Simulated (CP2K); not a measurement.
**CH7GeSi (SMILES [SiH3][CH2][GeH2]): AM1**

Aim: the energy difference between two shapes of CH7GeSi at AM1, from 2 runs. 

Program for the calculation: CP2K 2026.2.

1 further run of the same task is left out (set aside as unsound or not needed).

**1. The molecule**

The species is CH7GeSi (10 atoms), meant as a doublet with charge 0. As SMILES, `[SiH3][CH2][GeH2]`. The shape comes from GFN2-xTB, which is rough for such elements, and wasn't checked as a minimum. This is one conformer, not always the lowest.

Bond lengths: Si1–C2 1.900 Å, C2–Ge3 2.010 Å, Si1–H4 1.469 Å, Si1–H5 1.463 Å, Si1–H6 1.463 Å, C2–H7 1.089 Å, C2–H8 1.089 Å, Ge3–H9 1.565 Å, Ge3–H10 1.565 Å. Some angles: Si1–C2–Ge3 110.9°, Si1–C2–H7 110.5°, Si1–C2–H8 110.5°, Ge3–C2–H7 109.0°, Ge3–C2–H8 108.9°, C2–Si1–H4 107.5°, C2–Si1–H5 109.9°, C2–Si1–H6 109.9°, C2–Ge3–H9 105.2°, C2–Ge3–H10 105.2°.

**2. Energy and gradient at AM1**

Input file mol.inp:

```
&FORCE_EVAL
  METHOD QUICKSTEP
  &DFT
    CHARGE 0
    MULTIPLICITY 2
    UNRESTRICTED_KOHN_SHAM T
    &QS
      METHOD AM1
      EPS_DEFAULT 1.0E-10
      &SE
        &COULOMB
          CUTOFF [angstrom] 50
          RC_RANGE [angstrom] 0
        &END COULOMB
        &EXCHANGE
          CUTOFF [angstrom] 50
          RC_RANGE [angstrom] 0
        &END EXCHANGE
      &END SE
    &END QS
    &POISSON
      PERIODIC NONE
      POISSON_SOLVER ANALYTIC
    &END POISSON
    &SCF
      SCF_GUESS ATOMIC
      EPS_SCF 1.0E-06
      MAX_SCF 100
      ADDED_MOS 8
      &DIAGONALIZATION
        ALGORITHM STANDARD
      &END DIAGONALIZATION
      &MIXING
        METHOD DIRECT_P_MIXING
        ALPHA 0.4
      &END MIXING
    &END SCF
    &PRINT
      &MOMENTS
        PERIODIC F
        REFERENCE COM
        MAX_MOMENT 1
      &END MOMENTS
      &MO ON
        ENERGIES T
        OCCUPATION_NUMBERS T
        NDIGITS 6
        &EACH
          QS_SCF 0
        &END EACH
        ADD_LAST NUMERIC
      &END MO
      &HIRSHFELD OFF
      &END HIRSHFELD
    &END PRINT
  &END DFT
  &SUBSYS
    &CELL
      ABC [angstrom] 20.5 19.1 19.3
      PERIODIC NONE
    &END CELL
    &COORD
      UNIT bohr
      Si    -2.1457651     0.8075556    -0.8207459
      C      0.2511257    -1.7934635    -0.1984968
      Ge     3.3713659    -0.3901907     1.4515364
      H     -4.3584832    -0.3665691    -2.0170748
      H     -1.0644449     2.6954487    -2.5277733
      H     -2.9010320     1.9816802     1.5664318
      H     -0.5580739    -3.2411071     1.0207923
      H      0.7867875    -2.7156309    -1.9588334
      H      2.3922799     1.1715546     3.7640888
      H      4.2262402     1.8507033    -0.2799440
    &END COORD
    &TOPOLOGY
      &CENTER_COORDINATES
      &END CENTER_COORDINATES
    &END TOPOLOGY
  &END SUBSYS
  &PRINT
    &FORCES ON
    &END FORCES
  &END PRINT
&END FORCE_EVAL

&GLOBAL
  PROJECT mol
  RUN_TYPE ENERGY_FORCE
  PRINT_LEVEL MEDIUM
&END GLOBAL
```

Run with:

```console
$ OMP_NUM_THREADS=1 cp2k.psmp -i mol.inp -o mol.out
```

What it wrote:

```text
CP2K| version string:                                       CP2K version 2026.2
[...]
 GLOBAL| Method name                                                        CP2K
[...]
 GLOBAL| Run type                                                   ENERGY_FORCE
[...]
                             - Atoms:                                         10
[...]
                             - Spherical basis functions:                     19
[...]
 Number of electrons:                                                         10
[...]
     1 P_Mix/Diag. 0.40E+00    0.0     0.36921076       -10.2177985595 -1.02E+01
[...]
    18 DIIS/Diag.  0.19E-06    0.0     0.00000081       -14.2966726104 -1.61E-11
  *** SCF run converged in    18 steps ***
  Core-core repulsion energy [eV]:                            844.01552854239685
  Core Hamiltonian energy [eV]:                              -556.27872063305904
  Two-electron integral energy [eV]:                        -1353.53810836644220
  Electronic energy [eV]:                                   -1233.04777481628003
  Total energy [eV]:                                         -389.03224627388335
  Atomic reference energy [eV]:                               390.10831375488283
  Heat of formation [kcal/mol]:                                24.81470758200421
[...]
 SE_DIPOLE| Moment [Debye]         -0.03367859       0.25165049       0.02928841
 SE_DIPOLE| Derivative [a.u.]       0.00000000       0.00000000       0.00000000
 ENERGY| Total FORCE_EVAL ( QS ) energy [hartree]            -14.296672610430349
 FORCES| Atomic forces [hartree/bohr]
 FORCES|   Atom     x               y               z               |f|
 FORCES|      1  1.50728077E-02 -1.75658813E-02  3.73517176E-03   2.34457081E-02
 FORCES|      2 -1.03651800E-02  2.54260676E-02 -1.57454911E-04   2.74580892E-02
 FORCES|      3 -1.95525877E-02  1.57047196E-02 -6.27734448E-03   2.58524071E-02
 FORCES|      4  1.21340886E-03  1.95779935E-03  8.69204373E-04   2.46188050E-03
 FORCES|      5 -9.19923253E-04 -1.71383069E-04  7.74655988E-04   1.21479334E-03
 FORCES|      6 -2.59644488E-05  1.80805056E-04 -1.20430995E-03   1.21808336E-03
 FORCES|      7 -2.34913500E-03 -6.71757751E-03  1.13006243E-02   1.33547142E-02
 FORCES|      8  7.49181936E-03 -2.92144753E-03 -1.07473748E-02   1.34226777E-02
 FORCES|      9  4.23021226E-03 -8.09205245E-03  1.95160319E-03   9.33727817E-03
 FORCES|     10  5.20454224E-03 -7.80104970E-03 -2.44775497E-04   9.38102081E-03
 FORCES| Sum     3.29597460E-16 -4.02455846E-16  1.52655666E-16
 FORCES| Total atomic force                                       5.42133698E-16
[...]
```

Run time: 1.2 s. Hardware: 1 thread of Intel Xeon Platinum 8259CL at 2.50GHz (Skylake/Cascade Lake), shared host; peak memory 0.18 GiB.

**3. The distorted shape**

Input file job.inp:

```
&GLOBAL
 PROJECT_NAME job
 RUN_TYPE ENERGY_FORCE
 PRINT_LEVEL MEDIUM
&END GLOBAL

&FORCE_EVAL
 METHOD QUICKSTEP
 &DFT
  MULTIPLICITY 2
  UKS T
  ! Quickstep
  &QS
   METHOD AM1
   EPS_DEFAULT 1.0E-10
   &SE
    &COULOMB
     CUTOFF [angstrom] 50
     RC_RANGE [angstrom] 0
    &END COULOMB
    &EXCHANGE
     CUTOFF [angstrom] 50
     RC_RANGE [angstrom] 0
    &END EXCHANGE
   &END SE
  &END QS
  &POISSON
   PERIODIC NONE
   POISSON_SOLVER ANALYTIC
  &END POISSON
  ! self-consistent field
  &SCF
   SCF_GUESS ATOMIC
   EPS_SCF 1.0E-06
   MAX_SCF 100
   ADDED_MOS 8
   &DIAGONALIZATION
    ALGORITHM STANDARD
   &END DIAGONALIZATION
   &MIXING
    METHOD DIRECT_P_MIXING
    ALPHA 0.4
   &END MIXING
  &END SCF
  ! extra output
  &PRINT
   &MOMENTS
    PERIODIC F
    REFERENCE COM
    MAX_MOMENT 1
   &END MOMENTS
   &MO ON
    ENERGIES T
    OCCUPATION_NUMBERS T
    NDIGITS 6
    &EACH
     QS_SCF 0
    &END EACH
    ADD_LAST NUMERIC
   &END MO
   &HIRSHFELD OFF
   &END HIRSHFELD
  &END PRINT
 &END DFT
 ! structure
 &SUBSYS
  &CELL
   ABC 20.6 19 19.3
   PERIODIC NONE
  &END CELL
  &COORD
   UNIT bohr
   Si    -2.1904231     0.9552490    -0.7420217
   C      0.1789287    -1.8671817    -0.1038405
   Ge     3.3412909    -0.5343522     1.5365117
   H     -4.3193224    -0.4107584    -2.1052929
   H     -0.9217101     2.5828985    -2.4499694
   H     -3.0217817     2.1929535     1.5887173
   H     -0.6489036    -3.0949330     0.9367826
   H      0.7910866    -2.7331260    -1.8352113
   H      2.4348554     1.0358609     3.8792921
   H      4.4346071     1.8452023    -0.0724956
  &END COORD
  &TOPOLOGY
   &CENTER_COORDINATES
   &END CENTER_COORDINATES
  &END TOPOLOGY
 &END SUBSYS
 &PRINT
  &FORCES ON
  &END FORCES
 &END PRINT
&END FORCE_EVAL
```

Run with:

```console
$ OMP_NUM_THREADS=1 cp2k.psmp -i job.inp > job.out 2>&1
```

What it wrote:

```text
CP2K| version string:                                       CP2K version 2026.2
[...]
 GLOBAL| Method name                                                        CP2K
[...]
 GLOBAL| Run type                                                   ENERGY_FORCE
[...]
                             - Atoms:                                         10
[...]
                             - Spherical basis functions:                     19
[...]
 Number of electrons:                                                         10
[...]
     1 P_Mix/Diag. 0.40E+00    0.0     0.37247506       -10.1670138114 -1.02E+01
[...]
    20 DIIS/Diag.  0.26E-06    0.0     0.00000086       -14.2713299432 -9.90E-12
  *** SCF run converged in    20 steps ***
  Core-core repulsion energy [eV]:                            841.62539123297165
  Core Hamiltonian energy [eV]:                              -557.05632318673349
  Two-electron integral energy [eV]:                        -1345.82341054919038
  Electronic energy [eV]:                                   -1229.96802846132869
  Total energy [eV]:                                         -388.34263722835703
  Atomic reference energy [eV]:                               390.10831375488283
  Heat of formation [kcal/mol]:                                40.71747122164604
[...]
 SE_DIPOLE| Moment [Debye]          0.12323681      -0.04135014       0.01908214
 SE_DIPOLE| Derivative [a.u.]       0.00000000       0.00000000       0.00000000
 ENERGY| Total FORCE_EVAL ( QS ) energy [hartree]            -14.271329943214507
 FORCES| Atomic forces [hartree/bohr]
 FORCES|   Atom     x               y               z               |f|
 FORCES|      1  3.59739675E-03 -4.51066478E-02  1.96536509E-03   4.52925336E-02
 FORCES|      2  3.83904362E-02  1.15542400E-01 -5.57983677E-02   1.33930316E-01
 FORCES|      3 -1.16432179E-02  2.86695732E-02 -8.35232504E-03   3.20510575E-02
 FORCES|      4  1.05468377E-02  1.22434527E-02  9.55061228E-03   1.87710446E-02
 FORCES|      5  4.91002875E-03  1.26664954E-02 -9.22015224E-03   1.64182732E-02
 FORCES|      6  6.86624524E-04 -1.62471521E-03 -2.83181214E-03   3.33621233E-03
 FORCES|      7 -5.63540349E-02 -8.83994329E-02  8.17017597E-02   1.32911303E-01
 FORCES|      8  8.05997670E-03 -5.59091177E-03 -2.37934314E-02   2.57361399E-02
 FORCES|      9  3.63962344E-03 -8.99316711E-03  1.42346078E-03   9.80561850E-03
 FORCES|     10 -1.83367132E-03 -1.94070462E-02  5.35489076E-03   2.02156041E-02
 FORCES| Sum    -2.49800181E-16  1.24900090E-16 -2.22044605E-16
 FORCES| Total atomic force                                       3.56796818E-16
[...]
```

Wall time 1.2 s (1 thread of Intel Xeon Platinum 8259CL at 2.50GHz (Skylake/Cascade Lake), shared host); peak memory 0.19 GiB.

**4. Outcome**

Level: AM1.

| quantity | value |
| --- | --- |
| first shape: total energy | -14.29667 Eh |
| first shape: dipole moment | 0.26 D |
| first shape: HOMO energy (highest over α and β) | -9.08 eV |
| first shape: LUMO energy (lowest over α and β) | -1.48 eV |
| first shape: heat of formation at this unrelaxed shape | 24.8 kcal/mol |
| first shape: largest force on an atom | 1.412 eV/Å |
| distorted shape: total energy | -14.27133 Eh |
| distorted shape: dipole moment | 0.13 D |
| distorted shape: HOMO energy (highest over α and β) | -9.05 eV |
| distorted shape: LUMO energy (lowest over α and β) | -1.50 eV |
| distorted shape: heat of formation at this unrelaxed shape | 40.7 kcal/mol |
| distorted shape: largest force on an atom | 6.887 eV/Å |
| energy change with the atoms displaced | 0.690 eV |

In words: With the atoms displaced the energy rises by 0.69 eV (15.9 kcal/mol). The first shape isn't relaxed at this level, so the change isn't measured from a minimum. The largest force (first shape) is 1.41 eV/Å: the shape isn't a stationary point for this species at this level.
